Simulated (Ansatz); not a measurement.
# AlNiC6N6: the cost of one run

Method: DFT PBE, scalar-relativistic, plane waves, PAW, in Ansatz 0.2.0.

### 1 The structure to begin with

It takes space group Fm-3m (No. 225, cubic). Conventional cell: a = 10.105 Å, b = 10.105 Å, c = 10.105 Å, α = 90.00°, β = 90.00°, γ = 90.00°. Al (site symmetry m-3m) is surrounded by 6 C at 1.88 Å. Ni (site symmetry m-3m) has 6 N at 2.01 Å in its first shell of neighbours. C (site symmetry 4mm) has 1 N at 1.17 Å and 1 Al at 1.88 Å in its first shell of neighbours. N (site symmetry 4mm) has 1 C at 1.17 Å and 1 Ni at 2.01 Å in its first shell of neighbours.

As a file:

```cif
data_structure
_symmetry_space_group_name_H-M 'Fm-3m'
_symmetry_Int_Tables_number 225
_cell_length_a 10.1050
_cell_length_b 10.1050
_cell_length_c 10.1050
_cell_angle_alpha 90.000
_cell_angle_beta 90.000
_cell_angle_gamma 90.000
_cell_volume 1031.83
loop_
_atom_site_label
_atom_site_type_symbol
_atom_site_symmetry_multiplicity
_atom_site_Wyckoff_symbol
_atom_site_fract_x
_atom_site_fract_y
_atom_site_fract_z
_atom_site_occupancy
Al1 Al 4 a 0.00000 0.00000 0.00000 1
Ni1 Ni 4 b 0.50000 0.00000 0.00000 1
C1 C 24 e 0.18555 0.00000 0.00000 1
N1 N 24 e 0.30134 0.00000 0.00000 1
```

A structure generator made this guess: cyanide-bridged rock-salt net of two metals, 0 guest cations a cell (Fm-3m, No. 225). Lengths come from tabulated atomic sizes and are only a guess.

### 2 Probe: one point on a coarse mesh

input.yaml reads:

```yaml
crystal:
  lattice:
    - [0.0, 5.0525, 5.0525]
    - [5.0525, 0.0, 5.0525]
    - [5.0525, 5.0525, 0.0]
  atoms:
    - { symbol: Al, position: [0.0, 0.0, 0.0] }
    - { symbol: Ni, position: [0.5, 0.5, 0.5], spin: 2.0 }
    - { symbol: C, position: [0.81444829, 0.18555171, 0.18555171] }
    - { symbol: C, position: [0.18555171, 0.81444829, 0.18555171] }
    - { symbol: C, position: [0.18555171, 0.18555171, 0.81444829] }
    - { symbol: C, position: [0.18555171, 0.81444829, 0.81444829] }
    - { symbol: C, position: [0.81444829, 0.18555171, 0.81444829] }
    - { symbol: C, position: [0.81444829, 0.81444829, 0.18555171] }
    - { symbol: "N", position: [0.69866403, 0.30133597, 0.30133597] }
    - { symbol: "N", position: [0.30133597, 0.69866403, 0.30133597] }
    - { symbol: "N", position: [0.30133597, 0.30133597, 0.69866403] }
    - { symbol: "N", position: [0.30133597, 0.69866403, 0.69866403] }
    - { symbol: "N", position: [0.69866403, 0.30133597, 0.69866403] }
    - { symbol: "N", position: [0.69866403, 0.69866403, 0.30133597] }
basis:
  ecutwfc: 420
kpoints:
  mp_grid: { grid: [4, 4, 4] }
hamiltonian:
  xc: pbe
scf:
  occupations: { method: gaussian, width: 0.1 }
  lower_state_search: "off"
output:
  forces: true
  stress: true
  eigenvalues: true
  populations: true
magnetization:
  spin_polarized: true
```

On the command line:

```console
ansatz run input.yaml --threads 1 --pin off --max-ram 2560MiB --backend cpu --events-out ev --progress --plain --runs-dir out
```

**Question.** How long does this run take on 1 thread of Intel Xeon at 2.50GHz (Skylake/Cascade Lake), shared host, and how much memory does it need?

About 43 s, with a peak of 0.64 GiB.
